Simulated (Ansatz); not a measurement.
# BaScO₂F, space group P4/mmm: a comparison of functionals at one structure

With the Ansatz DFT code, driven from Python.

Typed at the interpreter:
```pycon
>>> import csv
>>> import ansatz as az
>>> basco2f = (
...     az.Lattice.of((4.206947, 0.0, 0.0), (0.0, 4.206947, 0.0), (0.0, 0.0, 4.211413))
...     .atom('Ba', (0.5, 0.5, 0.5))
...     .atom('Sc', (0.0, 0.0, 0.0))
...     .atom('O', (0.5, 0.0, 0.0))
...     .atom('O', (0.0, 0.5, 0.0))
...     .atom('F', (0.0, 0.0, 0.5))
... )
>>> [site.symbol for site in basco2f.resolved().sites]
['Ba', 'Sc', 'O', 'O', 'F']
>>> calc = basco2f.calculation().occupations('Fixed').pseudopotentials('paw').kpoints(6, 6, 6).stress()
>>> rows = []
>>> for value in ['blyp', 'pbesol', 'r2scan']:
...     r = calc.functional(value).run().report
...     rows.append((value, r['free_energy_ev'] / len(r['lattice']['sites']), r['n_iterations'], sum(r['stress_gpa'][i][i] for i in range(3)) / 3, r['n_kpoints']))
...
DeckWarning: basis.ecutwfc = 420 eV, auto-derived from the records' recommended cutoffs: set by Ba (normal level)
DeckWarning: basis.ecutwfc = 500 eV, auto-derived from the records' recommended cutoffs: set by Ba (their level for a meta-GGA)
>>> with open('xc.csv', 'w', newline='') as handle:
...     writer = csv.writer(handle)
...     writer.writerow(['functional', 'F/atom (eV)', 'iterations', 'P (GPa)', 'k-points'])
...     writer.writerows([round(v, 5) if isinstance(v, float) else v for v in row] for row in rows)
...
52
>>> print(open('xc.csv').read())
functional,F/atom (eV),iterations,P (GPa),k-points
blyp,-2013.89278,7,2.24285,40
pbesol,-1981.09846,7,-5.86074,40
r2scan,-2012.48401,8,-3.9007,40
```

From lowest to highest: PBEsol (-5.9 GPa), r2SCAN (-3.9 GPa) and BLYP (2.2 GPa). At a fixed cell a lower pressure usually means a smaller equilibrium volume, so PBEsol prefers the smallest cell and BLYP the largest. Gaps by band count in the reports: BLYP 3.07 eV, PBEsol 3.01 eV and r2SCAN 3.53 eV (Kohn-Sham values on this mesh, as a rule under measured gaps).

Caveats:
- Spin is left out of this run.
- Pressure is positive in compression.
- The structure comes from a database of computed cells and needn't be a stable or known phase.
- Warnings are shown shortened and without file and line.
- Total energies of different functionals can't be compared; pressures, moments and gaps at this one structure can.
- Wall time of the script: 17 s on 1 thread of Arm Neoverse V2, with other jobs on the host, peak memory 0.62 GiB.
